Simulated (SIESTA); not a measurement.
**Ti in SIESTA: convergence with EnergyShift**

Slab: Ti, a slab with vacuum.

```
Ti
1.0
     2.95000    0.00000    0.00000
    -1.47500    2.55477    0.00000
     0.00000    0.00000   24.37200
Ti
5
Cartesian
  0.0000 1.7032 7.5000
  1.4750 0.8516 9.8430
  0.0000 1.7032 12.1860
  1.4750 0.8516 14.5290
  0.0000 1.7032 16.8720
```

The slab is cut from a database's or a generator's crystal, which needn't be the stable form of the element.

- Program: SIESTA 5.4.2
- Task: single point
- Functional: PBE
- Potentials or basis: PseudoDojo 0.4 standard (PBE files)
- Basis: DZP (energy shift 0.05 Ry; two zetas on semicore shells)
- Grid cutoff: 800 Ry
- Energy shift: 0.05 Ry
- k mesh: 8 × 8 × 1
- Occupations: fermi-dirac, width 0.05 eV
- Spin: no spin polarisation

These are the settings of the first run; the series varies EnergyShift, with any setting tied to it.

Hardware: 1 thread of Arm Neoverse V2 (shared host).

| EnergyShift | energy less the tightest run, at zero smearing (meV/atom) | largest force (eV/Å) | SCF cycles | CPU time (s) | peak memory (GiB) |
| --- | --- | --- | --- | --- | --- |
| 0.05 | 3218.90 | 0.529 | 22 | 47 | 0.34 |
| 0.03 | 1778.56 | 0.540 | 21 | 59 | 0.38 |
| 0.02 | 1103.61 | 0.698 | 19 | 67 | 0.42 |
| 0.01 | 440.76 | 0.679 | 21 | 110 | 0.49 |
| 0.005 | 152.00 | 0.635 | 21 | 160 | 0.58 |
| 0.003 | 49.09 | 0.616 | 19 | 190 | 0.65 |
| 0.002 | 0.00 | 0.612 | 22 | 270 | 0.71 |

Against the tightest run, the largest force stays within 0.005 eV/Å from 0.003 on. Not settled before the last step: the energy (to 1 meV/atom). The tightest run that finished is the yardstick and may itself not be fully converged.
